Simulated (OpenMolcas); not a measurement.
# B3H3O3 (SMILES B1OBOBO1): levels of theory compared

We compute a comparison of 6 runs (HF/3-21G, B3LYP/6-31G*, BLYP/6-31G*, M06-L/6-31G*, r2SCAN/6-31G*, CCSD(T)/6-31G*) of B3H3O3. 

The results are computed with OpenMolcas 26.06.

1 further run of the same task is left out (set aside as unsound or not needed).

### 1 The system as given

The species is B3H3O3 (9 atoms), meant as a singlet with charge 0. SMILES: `B1OBOBO1`. The B5–H9 distance was set to 1.786 Å, away from the relaxed value. At this shape a bond of the SMILES string is far longer than usual.

Bond lengths: B1–O2 1.372 Å, O2–B3 1.372 Å, B3–O4 1.372 Å, O4–B5 1.372 Å, B1–O6 1.372 Å, B5–O6 1.372 Å, B1–H7 1.190 Å, B3–H8 1.190 Å. Angles: B1–O2–B3 120.3°, O2–B1–O6 119.7°, O2–B3–O4 119.7°, B3–O4–B5 120.3°, O4–B5–O6 119.7°, B1–O6–B5 120.3°, O2–B1–H7 120.2°, O6–B1–H7 120.2°, O2–B3–H8 120.2°, O4–B3–H8 120.2°. A long bond or contact: B5–H9 1.786 Å.

### 2 The energy at HF/3-21G (run 1)

Input file coord.xyz:

```xyz
9

B      1.567835    -0.341975    -0.696285
O      0.879035    -1.511275    -0.896385
B     -0.420665    -1.630475    -0.473885
O     -1.031165    -0.573175     0.151615
B     -0.348565     0.599125     0.355315
O      0.950835     0.711125    -0.069985
H      2.695535    -0.241575    -1.064185
H     -1.015665    -2.646475    -0.649085
H     -1.147300     1.972500     1.170100
```

Input file job.input:

```
* B3H3O3 Hartree-Fock

&GATEWAY
  BasLib = $CurrDir
  Coord = coord.xyz
  Basis = 3-21G
  Group = NoSym

&SEWARD

&SCF
  Thresholds = 1e-10 1e-07 1e-07 1e-05
  PrOrbitals = 1 2
```

The basis set 3-21G is read from a file made from the Basis Set Exchange's data (not shown).

Command:

```
$ export MOLCAS_MEM=1860
$ pymolcas job.input > job.log
```

The log of the run:

```text
--- Start Module: gateway ---
[...]
--- Stop Module: gateway /rc=_RC_ALL_IS_WELL_ ---
--- Start Module: seward ---
[...]
      Basis functions           60
--- Stop Module: seward /rc=_RC_ALL_IS_WELL_ ---
--- Start Module: scf ---
[...]
       Convergence after  12 Iterations
[...]
::    Total SCF energy                               -298.9690364334
[...]
      Total spin, S                                     0.0000000000
[...]
      Total electronic charge=   42.000000
      Total            charge=   -0.000000
[...]
      Dipole Moment (debye):
      Origin of the operator (angstrom)=    0.2630   -0.4523   -0.2683
                   X=  4.4305E-01               Y= -7.6319E-01               Z= -4.5299E-01           Total=  9.9195E-01
      Quadrupole Moment (debye*angstrom):
[...]
--- Stop Module: scf /rc=_RC_ALL_IS_WELL_ ---
[...]
```

Wall time 1.9 s (1 thread of Intel Xeon 6975P-C (Granite Rapids), shared host); peak memory 0.39 GiB.

### 3 The energy at B3LYP/6-31G(d) (spherical functions) (run 2)

Input file run.input:

```
>>> EXPORT MOLCAS_PRINT=2

&GATEWAY
  BasLib
  $CurrDir
  Coord
  9
  angstrom
  B        1.567835      -0.341975      -0.696285
  O        0.879035      -1.511275      -0.896385
  B       -0.420665      -1.630475      -0.473885
  O       -1.031165      -0.573175       0.151615
  B       -0.348565       0.599125       0.355315
  O        0.950835       0.711125      -0.069985
  H        2.695535      -0.241575      -1.064185
  H       -1.015665      -2.646475      -0.649085
  H       -1.147300       1.972500       1.170100
  Basis
  6-31Gs
  Group
  NoSym

&SEWARD
  GridInput
  Grid=UltraFine
  End of Grid

&SCF
  KSDFT
  B3LYP
  Thresholds
  1e-10 1e-07 1e-07 1e-05
  PrOrbitals
  1 2
```

The basis set 6-31G* is read from a file made from the Basis Set Exchange's data (not shown).

Command:

```
$ export MOLCAS_MEM=1860
$ pymolcas run.input > run.log
```

The log of the run:

```text
--- Start Module: gateway ---
[...]
--- Stop Module: gateway /rc=_RC_ALL_IS_WELL_ ---
--- Start Module: seward ---
[...]
      Basis functions           90
--- Stop Module: seward /rc=_RC_ALL_IS_WELL_ ---
[...]
--- Start Module: scf ---
[...]
       Convergence after  14 Iterations
[...]
::    Total KS-DFT energy                            -302.2442742312
[...]
      Total spin, S                                     0.0000000000
[...]
      Total electronic charge=   42.000000
      Total            charge=   -0.000000
[...]
      Dipole Moment (debye):
      Origin of the operator (angstrom)=    0.2630   -0.4523   -0.2683
                   X=  4.4680E-01               Y= -7.6949E-01               Z= -4.5658E-01           Total=  1.0001E+00
      Quadrupole Moment (debye*angstrom):
[...]
--- Stop Module: scf /rc=_RC_ALL_IS_WELL_ ---
[...]
```

It took 21 s on 1 thread of Intel Xeon 6975P-C (Granite Rapids), shared host; peak memory 0.49 GiB.

### 4 The energy at BLYP/6-31G(d) (spherical functions) (run 3)

Input file calc.inp:

```
>>> EXPORT MOLCAS_PRINT=2

&gateway
 baslib=$CurrDir
 basisset
 B.6-31Gs....
 B1 1.567835 -0.341975 -0.696285 angstrom
 B3 -0.420665 -1.630475 -0.473885 angstrom
 B5 -0.348565 0.599125 0.355315 angstrom
 End of Basis
 basisset
 O.6-31Gs....
 O2 0.879035 -1.511275 -0.896385 angstrom
 O4 -1.031165 -0.573175 0.151615 angstrom
 O6 0.950835 0.711125 -0.069985 angstrom
 End of Basis
 basisset
 H.6-31Gs....
 H7 2.695535 -0.241575 -1.064185 angstrom
 H8 -1.015665 -2.646475 -0.649085 angstrom
 H9 -1.147300 1.972500 1.170100 angstrom
 End of Basis

&seward
 gridinput
 Grid=UltraFine
 End of Grid

&scf
 ksdft=BLYP
 thresholds=1e-10 1e-07 1e-07 1e-05
 prorbitals=1
```

The basis set 6-31G* is read from a file made from the Basis Set Exchange's data (not shown).

Command:

```
$ export MOLCAS_MEM=1860
$ pymolcas calc.inp > calc.log
```

The log of the run:

```text
--- Start Module: gateway ---
[...]
--- Stop Module: gateway /rc=_RC_ALL_IS_WELL_ ---
--- Start Module: seward ---
[...]
      Basis functions           90
--- Stop Module: seward /rc=_RC_ALL_IS_WELL_ ---
[...]
--- Start Module: scf ---
[...]
       Convergence after  16 Iterations
[...]
::    Total KS-DFT energy                            -302.1577835707
[...]
      Total spin, S                                     0.0000000000
[...]
      Total electronic charge=   42.000000
      Total            charge=   -0.000000
[...]
      Dipole Moment (debye):
      Origin of the operator (angstrom)=    0.2630   -0.4523   -0.2683
                   X=  4.4992E-01               Y= -7.7479E-01               Z= -4.5969E-01           Total=  1.0070E+00
      Quadrupole Moment (debye*angstrom):
[...]
--- Stop Module: scf /rc=_RC_ALL_IS_WELL_ ---
[...]
```

Run time: 22 s. Hardware: 1 thread of Intel Xeon 6975P-C (Granite Rapids), shared host; peak memory 0.49 GiB.

Runs 4 to 5 aren't shown in full; the table further down has their settings and results.

### 5 A single-point energy at CCSD(T)/6-31G(d) (spherical functions) (run 6)

Input file calc.input:

```
>>> EXPORT MOLCAS_PRINT=2

&GATEWAY
  BasLib = $CurrDir
  BasisSet
  B.6-31Gs....
  B1 1.567835 -0.341975 -0.696285 angstrom
  B3 -0.420665 -1.630475 -0.473885 angstrom
  B5 -0.348565 0.599125 0.355315 angstrom
  End of Basis
  BasisSet
  O.6-31Gs....
  O2 0.879035 -1.511275 -0.896385 angstrom
  O4 -1.031165 -0.573175 0.151615 angstrom
  O6 0.950835 0.711125 -0.069985 angstrom
  End of Basis
  BasisSet
  H.6-31Gs....
  H7 2.695535 -0.241575 -1.064185 angstrom
  H8 -1.015665 -2.646475 -0.649085 angstrom
  H9 -1.147300 1.972500 1.170100 angstrom
  End of Basis

&SEWARD

&SCF
  Thresholds = 1e-10 1e-07 1e-07 1e-05
  PrOrbitals = 1

&RASSCF
  FileOrb = $Project.ScfOrb
  Spin = 1
  Nactel = 0 0 0
  Inactive = 21
  Ras2 = 0
  OutOrbitals = Canonical
  OrbListing = Few

&MOTRA
  JobIph
  Frozen = 6

&CCSDT
  CCT
  Triples = 2
  Iterations = 80
  Accuracy = 1e-08
  Extrapolation = 5 4
```

The basis set 6-31G* is read from a file made from the Basis Set Exchange's data (not shown).

Command:

```
$ export MOLCAS_MEM=1860
$ pymolcas calc.input > calc.log
```

The log of the run:

```text
--- Start Module: gateway ---
[...]
--- Stop Module: gateway /rc=_RC_ALL_IS_WELL_ ---
[...]
      Basis functions           90
[...]
       Convergence after  12 Iterations
[...]
::    Total SCF energy                               -300.6178425161
[...]
      Total spin, S                                     0.0000000000
[...]
      Number of active orbitals                  0
[...]
      Spin quantum number                      0.0
[...]
      Active orbitals                            0
[...]
      Number of CSFs                             1
[...]
      Number of root(s) required                 1
[...]
      Convergence after  4 iterations
[...]
      Natural orbitals and occupation numbers for root  1
      ************************************************************************************************************************
      *                                                    Final results                                                     *
      ************************************************************************************************************************
[...]
::    RASSCF root number  1 Total energy:   -300.61784252
[...]
      Total electronic charge=   42.000000
      Total            charge=   -0.000000
[...]
      Dipole Moment (debye):
      Origin of the operator (angstrom)=    0.2630   -0.4523   -0.2683
                   X=  5.0171E-01               Y= -8.6411E-01               Z= -5.1279E-01           Total=  1.1231E+00
      Quadrupole Moment (debye*angstrom):
[...]
--- Start Module: motra ---
[...]
      *** WARNING: Default frozen orbitals is overwritten by user input.
      *** Default values:   6
[...]
--- Stop Module: motra /rc=_RC_ALL_IS_WELL_ ---
[...]
--- Start Module: ccsdt ---
[...]
      Convergence after                    17  Iterations
      Total energy (diff) :    -301.38453123      -0.00000000
[...]
 METHOD                       : CCSD+T(CCSD)+<T3(1)WT1> = CCSD(T)
[...]
       CCSD     =      -301.3845312292814
[...]
--- Stop Module: ccsdt /rc=_RC_ALL_IS_WELL_ ---
[...]
```

It took 80 s on 1 thread of Intel Xeon 6975P-C (Granite Rapids), shared host; peak memory 0.49 GiB.

### 6 Overview of the runs

```csv
run,level,integration grid,frozen core orbitals,energy (Eh),dipole moment (D) of the reference,HOMO energy (eV),LUMO energy (eV),wall time
1,HF/3-21G,–,–,-298.969036,0.99,-11.38,3.32,1.9 s
2,B3LYP/6-31G* (spherical functions),UltraFine,–,-302.244274,1.00,-8.12,-0.70,21 s
3,BLYP/6-31G* (spherical functions),UltraFine,–,-302.157784,1.01,-6.88,-1.38,22 s
4,M06-L/6-31G* (spherical functions),UltraFine,–,-302.196993,1.03,-7.39,-1.23,30 s
5,r2SCAN/6-31G* (spherical functions),UltraFine,–,-302.068558,1.02,-7.39,-1.18,29 s
6,CCSD(T)/6-31G* (spherical functions),–,6,-301.406949,1.12,-11.38,3.65,80 s
```

### 7 Results

| quantity | value |
| --- | --- |
| run 6: total energy | -301.40695 Eh |
| run 6: dipole moment (mean-field density) | 1.12 D |
| run 6: HOMO energy (Hartree–Fock orbitals) | -11.38 eV |
| run 6: LUMO energy (Hartree–Fock orbitals) | 3.65 eV |
| run 6: HOMO–LUMO gap (Hartree–Fock orbitals) | 15.03 eV |
| run 6: correlation energy (6 core orbitals frozen) | -789.1 mEh |
| run 6: (T) correction | -22.42 mEh |

**Reading.** Over runs 1, 2, 3, 4, 5 the dipole moment (its size) runs from 0.99 D (HF/3-21G) to 1.03 D (M06-L/6-31G*). The two ends differ in method and basis. Over runs 1, 2, 3, 4, 5 the HOMO–LUMO gap runs from 5.50 eV (BLYP/6-31G*) to 14.71 eV (HF/3-21G). Totals of different functionals can't be ranked against each other. All runs together took 3.1 min, the longest 80 s.
